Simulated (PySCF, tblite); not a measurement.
# C7H12BClO: geometry, infrared bands and NMR shifts

What infrared bands and NMR shifts should C7H12BClO (`CCOCB[C@H]1C/C1=C/Cl`) show?

The runs use tblite 0.8.0 and PySCF 2.14.0, with density-fitted response routines of our own; the level of theory stands in each step. All values are computed, except where a source is named. Atoms count from 0, in the outputs and in this text.

## (1) The starting structure

22 atoms, charge 0, multiplicity 1; geometry from: force field or distance geometry start.

Bonds of the start (Å): C0–C1 1.53, C1–O2 1.40, O2–C3 1.42, C3–B4 1.59, B4–C5 1.60, C5–C6 1.42, C6–C7 1.54, C7–C8 1.32, C8–Cl9 1.75, C7–C5 1.53, C0–H10 1.11, C0–H11 1.10, C0–H12 1.10, C1–H13 1.11, C1–H14 1.13, C3–H15 1.10, C3–H16 1.12, B4–H17 1.18, C5–H18 1.10, C6–H19 1.10, C6–H20 1.11, C8–H21 1.09.

## (2) Optimising the geometry with GFN2-xTB

What the job is given:

```
{"job": {"kind": "relax", "xc": "GFN2-xTB", "basis": "xTB"}, "charge": 0, "multiplicity": 1}
C      3.999100    -0.055700    -0.679300
C      2.734000     0.413800     0.042000
O      1.678000    -0.455800    -0.269500
C      0.505000    -0.020900     0.393700
B     -0.685900    -1.015500     0.041700
C     -2.023000    -0.461100    -0.646000
C     -3.238400    -1.095700    -0.258200
C     -2.911300     0.269200     0.365300
C     -3.202500     1.285600     1.158700
Cl    -2.113900     2.649900     1.280700
H      4.245600    -1.090600    -0.373800
H      4.836000     0.615100    -0.428700
H      3.815800    -0.027400    -1.765900
H      2.521000     1.453200    -0.267800
H      2.943300     0.397300     1.148100
H      0.217700     1.003500     0.106100
H      0.647600    -0.065300     1.508700
H     -0.584900    -2.170600     0.282800
H     -1.993200     0.039600    -1.629700
H     -4.072000    -1.030500    -0.973100
H     -3.201800    -1.903500     0.509200
H     -4.126600     1.284900     1.735700
```

Started as:

```
> OMP_NUM_THREADS=1 python probes_run.py task.json out
```

This one command runs all jobs of the session in turn.

**Question.** This job is followed by: GFN2-xTB harmonic vibrations, gas phase; GIAO PBE0/pcSseg-1 NMR shielding, non-relativistic, gas phase. Predict these results of the whole session: strongest single infrared mode (GFN2-xTB); zero-point energy (GFN2-xTB); 13C shifts against TMS (PBE0/pcSseg-1); 1H shifts against TMS (PBE0/pcSseg-1, means over atoms taken as alike); 17O shifts against H2O (PBE0/pcSseg-1); 11B shifts against BF3·OEt2 (PBE0/pcSseg-1); 35Cl shifts against HCl (PBE0/pcSseg-1).

**Answer**, as computed:

| quantity | value |
| --- | --- |
| strongest single infrared mode (GFN2-xTB) | 1057 cm⁻¹, 119 km/mol |
| zero-point energy (GFN2-xTB) | 108.5 kcal/mol |
| 13C shifts against TMS (PBE0/pcSseg-1) | 136.5, 121.1, 80.0, 73.9, 22.2, 19.8, 18.3 ppm |
| 1H shifts against TMS (PBE0/pcSseg-1, means over atoms taken as alike) | 7.00, 6.57, 4.15, 4.11, 3.53, 3.50, 2.05, 1.96, 1.69, 1.31 ppm |
| 17O shifts against H2O (PBE0/pcSseg-1) | 45.7 ppm |
| 11B shifts against BF3·OEt2 (PBE0/pcSseg-1) | 83.5 ppm |
| 35Cl shifts against HCl (PBE0/pcSseg-1) | 210 ppm |

**Reading.** Over 195 steps the energy fell by 0.774 eV; of the close pairs, C5–C6 changed most, 1.425 to 1.536 Å. No mode is imaginary among the 60: a minimum at this level. The strongest single mode, at 1057 cm⁻¹, has its largest shares on C6, C5 and C7 (the list is cut at 3 atoms). Unscaled tight-binding wavenumbers are off by several per cent, some by more. Its intensities can rank the bands wrongly. At PBE0/pcSseg-1: The largest span, 467 ppm, is at Cl9, where the paramagnetic term is -409 ppm.
